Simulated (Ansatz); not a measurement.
**Si2H4 + SiH4O: a complex and its separated parts, part 1 of 3**

Aim: how far the complex at one end of a reaction step lies below its separated, relaxed parts, level by level.

Computed with Ansatz 0.2.0, Gaussian basis. Level: PBE0-D4/def2-TZVP structures, single points in def2-TZVPP, no counterpoise correction.

Levels: SPW92, PBE-D4, BLYP-D4, r2SCAN-D4, B97M-V, PBE0-D4, B3LYP-D4, r2SCAN0-D4, BHLYP-D4, CAM-B3LYP-D4, wB97X-V, wB97M-V, B2PLYP, PBE-QIDH, RPA on PBE, Hartree-Fock, MP2, CCSD, CCSD(T).

Cores are frozen in the correlated methods. B3LYP uses VWN-RPA correlation. B2PLYP carries no dispersion term here.

56 further runs of the same task are left out: 56 set aside as unsound or not needed.

## (1) Where the work starts

The complex: 12 atoms, charge 0, spin multiplicity 1.

Atoms are counted from 1 here; the program's logs count them from 0.

Bond lengths: Si1–Si2 2.384 Å, Si1–H6 1.522 Å, Si2–H7 1.494 Å, Si2–H8 1.498 Å, Si2–H9 1.495 Å, H3–O4 0.960 Å, O4–Si5 1.698 Å, Si5–H10 1.472 Å, Si5–H11 1.477 Å, Si5–H12 1.484 Å. Angles: Si2–Si1–H6 92.0°, Si1–Si2–H7 113.5°, Si1–Si2–H8 120.1°, Si1–Si2–H9 103.6°, H7–Si2–H8 105.7°, H7–Si2–H9 106.8°, H8–Si2–H9 106.2°, H3–O4–Si5 119.6°, O4–Si5–H10 105.8°, O4–Si5–H11 109.0°, O4–Si5–H12 105.5°, H10–Si5–H11 113.0°, H10–Si5–H12 112.5°, H11–Si5–H12 110.6°.

Coordinates:

```
Si   -1.5960   -1.0345    0.0394
Si    0.6558   -1.8172    0.0726
H    -1.6759    1.1094   -1.3018
O    -1.1726    0.8576   -0.5242
Si    0.2038    1.7517   -0.0896
H    -1.5188   -0.5856    1.4914
H     1.2291   -2.0406   -1.2892
H     1.7026   -1.0626    0.8336
H     0.5525   -3.1587    0.7245
H     0.3143    1.6320    1.3739
H     1.3765    1.2056   -0.8032
H    -0.0713    3.1429   -0.5274
```

Its parts: Si2H4 holds atoms 1, 2, 6, 7, 8, 9; SiH4O holds atoms 3, 4, 5, 10, 11, 12. Each part counts its atoms afresh in its own runs.

## (2) Relaxing Si2H4 alone

relax-a/in.yaml

```yaml
crystal:
  periodic: [false, false, false]
  atoms:
    - {symbol: Si, position_ang: [-1.596024, -1.034479, 0.039441]}
    - {symbol: Si, position_ang: [0.655799, -1.817240, 0.072557]}
    - {symbol: H, position_ang: [-1.518755, -0.585581, 1.491401]}
    - {symbol: H, position_ang: [1.229092, -2.040612, -1.289154]}
    - {symbol: H, position_ang: [1.702644, -1.062612, 0.833582]}
    - {symbol: H, position_ang: [0.552454, -3.158723, 0.724484]}
basis:
  gaussian: {orbitals: def2-TZVP}
hamiltonian: {xc: pbe0, dispersion: d4}
relax: {f_tol: 0.005, max_steps: 200}
```

Run with:

```sh
$ ansatz run in.yaml --threads 4 --pin off --events-out ev --progress --plain --max-ram 9574MiB
```

Log:

```text
Functional definition: PBE0
  name "PBE0"
  cite "Adamo & Barone, J. Chem. Phys. 110, 6158 (1999) doi:10.1063/1.478522"
  cite "Perdew, Burke & Ernzerhof, Phys. Rev. Lett. 77, 3865 (1996) doi:10.1103/PhysRevLett.77.3865"
  parent pbe
  parameter a = 0.25
  parameter kappa = 0.804
  parameter beta = 0.06672455060314922
  exchange = (1 - a)*pbe_x(kappa = kappa, mu = beta*pi^2/3) + a*exact_x
  correlation = pbe_c(beta = beta)
712 factors; their error is unknown
mean field evaluation 1: about -15810.9883 eV, gradient 1.3e1 eV
mean field evaluation 2: about -15811.3218 eV, gradient 9.5e0 eV
mean field evaluation 4: about -15811.6710 eV, gradient 2.6e-1 eV
mean field evaluation 8: about -15811.7363 eV, gradient 5.5e-3 eV
mean field -15811.73629708 eV, -581.0705913381 hartree, gradient 5.3e-5 eV, S^2 0.000000; 0 other end points of the search recorded, 0 dependent functions left out
the calculation of the forces begins
reference -15811.73632593 eV, -581.0705923980 hartree; 16, 16 occupied and 82, 82 virtual orbitals, 712 factors
relax step   1: F+E_penalty+E_count = -15811.82684368 eV  Δ(F+E_penalty+E_count) = +0.000e0 eV  max|allowed force component| = 3.189e-1 eV/Å  Δτ_max = 0.0000 Å  (23 SCF iters, accepted)
these checks for a lower state are left out or cut short: starts, cluster_reference, orbital_swaps, neighbouring_geometries, increment
712 factors; their error is unknown
mean field evaluation 16: about -15811.7449 eV, gradient 1.0e-1 eV
mean field -15811.74490774 eV, -581.0709077739 hartree, gradient 7.9e-5 eV, S^2 0.000000; 0 other end points of the search recorded, 0 dependent functions left out
the calculation of the forces begins
reference -15811.74493652 eV, -581.0709088316 hartree; 16, 16 occupied and 82, 82 virtual orbitals, 712 factors
relax step   2: F+E_penalty+E_count = -15811.83611601 eV  Δ(F+E_penalty+E_count) = -9.272e-3 eV  max|allowed force component| = 9.556e-2 eV/Å  Δτ_max = 0.0820 Å  (25 SCF iters, accepted)
these checks for a lower state are left out or cut short: starts, cluster_reference, orbital_swaps, neighbouring_geometries, increment
712 factors; their error is unknown
mean field -15811.74802580 eV, -581.0710223603 hartree, gradient 7.8e-5 eV, S^2 0.000000; 0 other end points of the search recorded, 0 dependent functions left out
the calculation of the forces begins
reference -15811.74805461 eV, -581.0710234192 hartree; 16, 16 occupied and 82, 82 virtual orbitals, 712 factors
relax step   3: F+E_penalty+E_count = -15811.83912525 eV  Δ(F+E_penalty+E_count) = -3.009e-3 eV  max|allowed force component| = 3.150e-2 eV/Å  Δτ_max = 0.0254 Å  (24 SCF iters, accepted)
these checks for a lower state are left out or cut short: starts, cluster_reference, orbital_swaps, neighbouring_geometries, increment
712 factors; their error is unknown
mean field -15811.74881948 eV, -581.0710515275 hartree, gradient 7.8e-5 eV, S^2 0.000000; 0 other end points of the search recorded, 0 dependent functions left out
the calculation of the forces begins
reference -15811.74884827 eV, -581.0710525858 hartree; 16, 16 occupied and 82, 82 virtual orbitals, 712 factors
relax step   4: F+E_penalty+E_count = -15811.83994480 eV  Δ(F+E_penalty+E_count) = -8.195e-4 eV  max|allowed force component| = 1.894e-2 eV/Å  Δτ_max = 0.0128 Å  (25 SCF iters, accepted)
these checks for a lower state are left out or cut short: starts, cluster_reference, orbital_swaps, neighbouring_geometries, increment
712 factors; their error is unknown
mean field evaluation 32: about -15811.7494 eV, gradient 2.3e-5 eV
mean field -15811.74937456 eV, -581.0710719266 hartree, gradient 8.0e-5 eV, S^2 0.000000; 0 other end points of the search recorded, 0 dependent functions left out
the calculation of the forces begins
reference -15811.74940334 eV, -581.0710729839 hartree; 16, 16 occupied and 82, 82 virtual orbitals, 712 factors
relax step   5: F+E_penalty+E_count = -15811.84058310 eV  Δ(F+E_penalty+E_count) = -6.383e-4 eV  max|allowed force component| = 2.113e-2 eV/Å  Δτ_max = 0.0246 Å  (25 SCF iters, accepted)
these checks for a lower state are left out or cut short: starts, cluster_reference, orbital_swaps, neighbouring_geometries, increment
712 factors; their error is unknown
mean field -15811.74918587 eV, -581.0710649924 hartree, gradient 8.1e-5 eV, S^2 0.000000; 0 other end points of the search recorded, 0 dependent functions left out
the calculation of the forces begins
reference -15811.74921462 eV, -581.0710660488 hartree; 16, 16 occupied and 82, 82 virtual orbitals, 712 factors
relax step   6: F+E_penalty+E_count = -15811.84047565 eV  Δ(F+E_penalty+E_count) = +1.075e-4 eV  max|allowed force component| = 7.356e-2 eV/Å  Δτ_max = 0.0140 Å  (25 SCF iters, rejected (line search))
these checks for a lower state are left out or cut short: starts, cluster_reference, orbital_swaps, neighbouring_geometries, increment
712 factors; their error is unknown
mean field -15811.74957757 eV, -581.0710793868 hartree, gradient 8.2e-6 eV, S^2 0.000000; 0 other end points of the search recorded, 0 dependent functions left out
the calculation of the forces begins
reference -15811.74960633 eV, -581.0710804440 hartree; 16, 16 occupied and 82, 82 virtual orbitals, 712 factors
relax step   7: F+E_penalty+E_count = -15811.84080647 eV  Δ(F+E_penalty+E_count) = -2.234e-4 eV  max|allowed force component| = 1.283e-2 eV/Å  Δτ_max = 0.0069 Å  (23 SCF iters, accepted)
these checks for a lower state are left out or cut short: starts, cluster_reference, orbital_swaps, neighbouring_geometries, increment
712 factors; their error is unknown
mean field -15811.75012512 eV, -581.0710995088 hartree, gradient 6.2e-6 eV, S^2 0.000000; 0 other end points of the search recorded, 0 dependent functions left out
the calculation of the forces begins
reference -15811.75015390 eV, -581.0711005666 hartree; 16, 16 occupied and 82, 82 virtual orbitals, 712 factors
relax step   8: F+E_penalty+E_count = -15811.84131124 eV  Δ(F+E_penalty+E_count) = -5.048e-4 eV  max|allowed force component| = 4.324e-2 eV/Å  Δτ_max = 0.0825 Å  (28 SCF iters, accepted)
these checks for a lower state are left out or cut short: starts, cluster_reference, orbital_swaps, neighbouring_geometries, increment
712 factors; their error is unknown
mean field -15811.74940356 eV, -581.0710729923 hartree, gradient 1.2e-5 eV, S^2 0.000000; 0 other end points of the search recorded, 0 dependent functions left out
the calculation of the forces begins
reference -15811.74943245 eV, -581.0710740539 hartree; 16, 16 occupied and 82, 82 virtual orbitals, 712 factors
relax step   9: F+E_penalty+E_count = -15811.84062050 eV  Δ(F+E_penalty+E_count) = +6.907e-4 eV  max|allowed force component| = 1.271e-1 eV/Å  Δτ_max = 0.0537 Å  (27 SCF iters, rejected (line search))
these checks for a lower state are left out or cut short: starts, cluster_reference, orbital_swaps, neighbouring_geometries, increment
712 factors; their error is unknown
mean field -15811.75067838 eV, -581.0711198410 hartree, gradient 7.9e-5 eV, S^2 0.000000; 0 other end points of the search recorded, 0 dependent functions left out
the calculation of the forces begins
reference -15811.75070721 eV, -581.0711209003 hartree; 16, 16 occupied and 82, 82 virtual orbitals, 712 factors
relax step  10: F+E_penalty+E_count = -15811.84195587 eV  Δ(F+E_penalty+E_count) = -6.446e-4 eV  max|allowed force component| = 2.724e-2 eV/Å  Δτ_max = 0.0261 Å  (25 SCF iters, accepted)
these checks for a lower state are left out or cut short: starts, cluster_reference, orbital_swaps, neighbouring_geometries, increment
712 factors; their error is unknown
mean field evaluation 64: about -15811.6853 eV, gradient 1.6e-1 eV
mean field -15811.75074555 eV, -581.0711223092 hartree, gradient 1.1e-5 eV, S^2 0.000000; 0 other end points of the search recorded, 0 dependent functions left out
the calculation of the forces begins
reference -15811.75077437 eV, -581.0711233686 hartree; 16, 16 occupied and 82, 82 virtual orbitals, 712 factors
relax step  11: F+E_penalty+E_count = -15811.84199513 eV  Δ(F+E_penalty+E_count) = -3.926e-5 eV  max|allowed force component| = 1.001e-2 eV/Å  Δτ_max = 0.0057 Å  (23 SCF iters, accepted)
these checks for a lower state are left out or cut short: starts, cluster_reference, orbital_swaps, neighbouring_geometries, increment
712 factors; their error is unknown
mean field -15811.75074578 eV, -581.0711223177 hartree, gradient 1.1e-5 eV, S^2 0.000000; 0 other end points of the search recorded, 0 dependent functions left out
the calculation of the forces begins
reference -15811.75077460 eV, -581.0711233770 hartree; 16, 16 occupied and 82, 82 virtual orbitals, 712 factors
relax step  12: F+E_penalty+E_count = -15811.84200596 eV  Δ(F+E_penalty+E_count) = -1.083e-5 eV  max|allowed force component| = 7.592e-3 eV/Å  Δτ_max = 0.0035 Å  (22 SCF iters, accepted)
these checks for a lower state are left out or cut short: starts, cluster_reference, orbital_swaps, neighbouring_geometries, increment
712 factors; their error is unknown
mean field -15811.75074963 eV, -581.0711224594 hartree, gradient 1.4e-5 eV, S^2 0.000000; 0 other end points of the search recorded, 0 dependent functions left out
the calculation of the forces begins
reference -15811.75077846 eV, -581.0711235189 hartree; 16, 16 occupied and 82, 82 virtual orbitals, 712 factors
relax step  13: F+E_penalty+E_count = -15811.84201110 eV  Δ(F+E_penalty+E_count) = -5.136e-6 eV  max|allowed force component| = 6.562e-3 eV/Å  Δτ_max = 0.0023 Å  (22 SCF iters, accepted)
these checks for a lower state are left out or cut short: starts, cluster_reference, orbital_swaps, neighbouring_geometries, increment
712 factors; their error is unknown
mean field -15811.75075518 eV, -581.0711226633 hartree, gradient 2.2e-5 eV, S^2 0.000000; 0 other end points of the search recorded, 0 dependent functions left out
the calculation of the forces begins
reference -15811.75078402 eV, -581.0711237230 hartree; 16, 16 occupied and 82, 82 virtual orbitals, 712 factors
relax step  14: F+E_penalty+E_count = -15811.84201629 eV  Δ(F+E_penalty+E_count) = -5.187e-6 eV  max|allowed force component| = 3.973e-3 eV/Å  Δτ_max = 0.0043 Å  (22 SCF iters, accepted)
712 factors; their error is unknown
mean field evaluation 96: about -15811.7508 eV, gradient 2.2e-2 eV
mean field -15811.75075518 eV, -581.0711226633 hartree, gradient 2.2e-5 eV, S^2 0.000000; 1 other end points of the search recorded, 0 dependent functions left out
the calculation of the forces begins
reference -15811.75078402 eV, -581.0711237230 hartree; 16, 16 occupied and 82, 82 virtual orbitals, 712 factors
Total energy: -15811.84204512 eV, -581.0744775068 hartree
Atom 0 at    -1.553260    -0.922707     0.007449 Å, force     0.001938     0.000330     0.003973 eV/Å
Atom 1 at     0.650823    -1.824531     0.050908 Å, force    -0.002480    -0.000620    -0.001103 eV/Å
Atom 2 at    -1.441515    -0.736361     1.518830 Å, force    -0.001118     0.000011    -0.002939 eV/Å
Atom 3 at     1.240960    -2.100742    -1.287620 Å, force     0.000899    -0.000267    -0.000028 eV/Å
Atom 4 at     1.612409    -0.981750     0.818558 Å, force     0.000326     0.000886     0.000246 eV/Å
Atom 5 at     0.515793    -3.133155     0.764188 Å, force     0.000435    -0.000340    -0.000149 eV/Å
Dipole moment:    -0.020326     0.038132     0.022006 e Å
```

Run time: 8.5 s. Hardware: 4 threads of Arm Neoverse V2, shared host.

Relaxation path:

```
step  energy from step 1 (eV)  largest force component (eV/Å)
   1                   0.0000                          0.3189
   2                  -0.0093                          0.0956
   3                  -0.0123                          0.0315
   4                  -0.0131                          0.0189
   5                  -0.0137                          0.0211
   6                  -0.0136                          0.0736
   7                  -0.0140                          0.0128
   8                  -0.0145                          0.0432
   9                  -0.0138                          0.1271
  10                  -0.0151                          0.0272
  11                  -0.0152                          0.0100
  12                  -0.0152                          0.0076
  13                  -0.0152                          0.0066
  14                  -0.0152                          0.0040
```

Distances of close pairs at the start and the end, largest changes first:

```
   bond  before (Å)  after (Å)  change (Å)
 Si2–H5       1.498      1.491      -0.007
 Si2–H4       1.494      1.489      -0.006
 Si1–H3       1.522      1.527      +0.005
Si1–Si2       2.384      2.382      -0.002
 Si2–H6       1.495      1.496      +0.001
```

## (3) Relaxing SiH4O alone

relax-b/in.yaml

```yaml
crystal:
  periodic: [false, false, false]
  atoms:
    - {symbol: H, position_ang: [-1.675910, 1.109443, -1.301768]}
    - {symbol: O, position_ang: [-1.172632, 0.857599, -0.524192]}
    - {symbol: Si, position_ang: [0.203769, 1.751693, -0.089553]}
    - {symbol: H, position_ang: [0.314349, 1.631990, 1.373875]}
    - {symbol: H, position_ang: [1.376521, 1.205629, -0.803151]}
    - {symbol: H, position_ang: [-0.071307, 3.142894, -0.527423]}
basis:
  gaussian: {orbitals: def2-TZVP}
hamiltonian: {xc: pbe0, dispersion: d4}
relax: {f_tol: 0.005, max_steps: 200}
```

Run with:

```sh
$ ansatz run in.yaml --threads 4 --pin off --events-out ev --progress --plain --max-ram 9574MiB
```

Log (excerpt; [...] marks lines left out):

```text
[... 5 set-up lines as earlier in the session ...]
[...]
595 factors; their error is unknown
[...]
mean field -9986.15314008 eV, -366.9843590402 hartree, gradient 4.6e-5 eV, S^2 0.000000; 0 other end points of the search recorded, 0 dependent functions left out
[...]
Atom 2 at     0.131085     1.768708    -0.106985 Å, force     0.000026     0.000033    -0.000079 eV/Å
Atom 3 at     0.339758     1.615004     1.350612 Å, force     0.000003     0.000027     0.000019 eV/Å
Atom 4 at     1.296453     1.210044    -0.846459 Å, force     0.000006    -0.000009     0.000008 eV/Å
Atom 5 at     0.020066     3.212758    -0.452538 Å, force    -0.000015    -0.000041     0.000021 eV/Å
Dipole moment:     0.002907     0.056180    -0.276707 e Å
```

Wall time 5.5 s (4 threads of Arm Neoverse V2, shared host).

Relaxation path: (the energy doesn't fall at every step)

```
step  energy from step 1 (eV)  largest force component (eV/Å)
   1                   0.0000                          1.7373
   2                  -0.0578                          0.7472
   3                  -0.0735                          0.0879
   4                  -0.0748                          0.0560
   5                  -0.0781                          0.3634
   6                   0.2000                          4.1482
   7                  -0.0803                          0.0111
   8                  -0.0803                          0.0030
   9                  -0.0803                          0.0087
  10                  -0.0803                          0.0001
```

Distances of close pairs at the start and the end, largest changes first:

```
  bond  before (Å)  after (Å)  change (Å)
O2–Si3       1.698      1.648      -0.050
Si3–H5       1.477      1.489      +0.012
Si3–H4       1.472      1.480      +0.008
Si3–H6       1.484      1.489      +0.005
 H1–O2       0.960      0.958      -0.002
```

## (4) SPW92/def2-TZVPP

parta/in.yaml

```yaml
crystal:
  periodic: [false, false, false]
  atoms:
    - {symbol: Si, position_ang: [-1.553260, -0.922707, 0.007449]}
    - {symbol: Si, position_ang: [0.650823, -1.824531, 0.050908]}
    - {symbol: H, position_ang: [-1.441515, -0.736361, 1.518830]}
    - {symbol: H, position_ang: [1.240960, -2.100742, -1.287620]}
    - {symbol: H, position_ang: [1.612409, -0.981750, 0.818558]}
    - {symbol: H, position_ang: [0.515793, -3.133155, 0.764188]}
basis:
  gaussian: {orbitals: def2-TZVPP}
hamiltonian: {xc: lda}
```

partb/in.yaml

```yaml
crystal:
  periodic: [false, false, false]
  atoms:
    - {symbol: H, position_ang: [-1.555098, 0.940874, -1.363444]}
    - {symbol: O, position_ang: [-1.257474, 0.951859, -0.453398]}
    - {symbol: Si, position_ang: [0.131085, 1.768708, -0.106985]}
    - {symbol: H, position_ang: [0.339758, 1.615004, 1.350612]}
    - {symbol: H, position_ang: [1.296453, 1.210044, -0.846459]}
    - {symbol: H, position_ang: [0.020066, 3.212758, -0.452538]}
basis:
  gaussian: {orbitals: def2-TZVPP}
hamiltonian: {xc: lda}
```

Each run has its own folder and the same command.

Run with:

```sh
$ ansatz run in.yaml --threads 4 --pin off --events-out ev --progress --plain --max-ram 9574MiB
```

parta printed (excerpt; [...] marks lines left out):

```text
Functional definition: SPW92
  name "SPW92"
  cite "Dirac, Proc. Camb. Phil. Soc. 26, 376 (1930) doi:10.1017/S0305004100016108"
  cite "Slater, Phys. Rev. 81, 385 (1951) doi:10.1103/PhysRev.81.385"
  cite "Perdew & Wang, Phys. Rev. B 45, 13244 (1992) doi:10.1103/PhysRevB.45.13244"
[...]
812 factors; their error is unknown
[...]
mean field -15754.25746331 eV, -578.9582831574 hartree, gradient 6.5e-5 eV, S^2 0.000000; 0 other end points of the search recorded, 0 dependent functions left out
reference -15754.25749950 eV, -578.9582844872 hartree; 16, 16 occupied and 124, 124 virtual orbitals, 812 factors
Total energy: -15754.25749950 eV, -578.9582844872 hartree
```

partb printed (excerpt; [...] marks lines left out):

```text
[... 5 set-up lines as earlier in the session ...]
[...]
675 factors; their error is unknown
[...]
mean field -9944.57253575 eV, -365.4563000153 hartree, gradient 2.9e-5 eV, S^2 0.000000; 0 other end points of the search recorded, 0 dependent functions left out
reference -9944.57256708 eV, -365.4563011670 hartree; 13, 13 occupied and 116, 116 virtual orbitals, 675 factors
Total energy: -9944.57256708 eV, -365.4563011670 hartree
```

They took 0.4 s (parta), 0.35 s (partb) on 4 threads of Arm Neoverse V2, shared host.

## (5) PBE-D4/def2-TZVPP

Each input of step 4 (parta, partb) changes in the same lines:

```diff
-hamiltonian: {xc: lda}
+hamiltonian: {xc: pbe, dispersion: d4}
```

One command serves all of them, each in its own folder.

Run with:

```sh
$ ansatz run in.yaml --threads 4 --pin off --events-out ev --progress --plain --max-ram 9574MiB
```

Log of parta (excerpt; [...] marks lines left out):

```text
Functional definition: PBE
  name "PBE"
[... 2 set-up lines as earlier in the session ...]
[...]
812 factors; their error is unknown
[...]
mean field -15810.19564133 eV, -581.0139732834 hartree, gradient 8.0e-5 eV, S^2 0.000000; 0 other end points of the search recorded, 0 dependent functions left out
reference -15810.19567964 eV, -581.0139746913 hartree; 16, 16 occupied and 124, 124 virtual orbitals, 812 factors
Total energy: -15810.30420949 eV, -581.0179630898 hartree
```

partb printed (excerpt; [...] marks lines left out):

```text
[... 4 set-up lines as earlier in the session ...]
[...]
675 factors; their error is unknown
[...]
mean field -9985.38610324 eV, -366.9561709562 hartree, gradient 4.1e-5 eV, S^2 0.000000; 0 other end points of the search recorded, 0 dependent functions left out
reference -9985.38613677 eV, -366.9561721885 hartree; 13, 13 occupied and 116, 116 virtual orbitals, 675 factors
Total energy: -9985.45062524 eV, -366.9585420962 hartree
```

Times: 0.6 s (parta), 0.5 s (partb) on 4 threads of Arm Neoverse V2, shared host.

(Continued in part 2 of 3.)
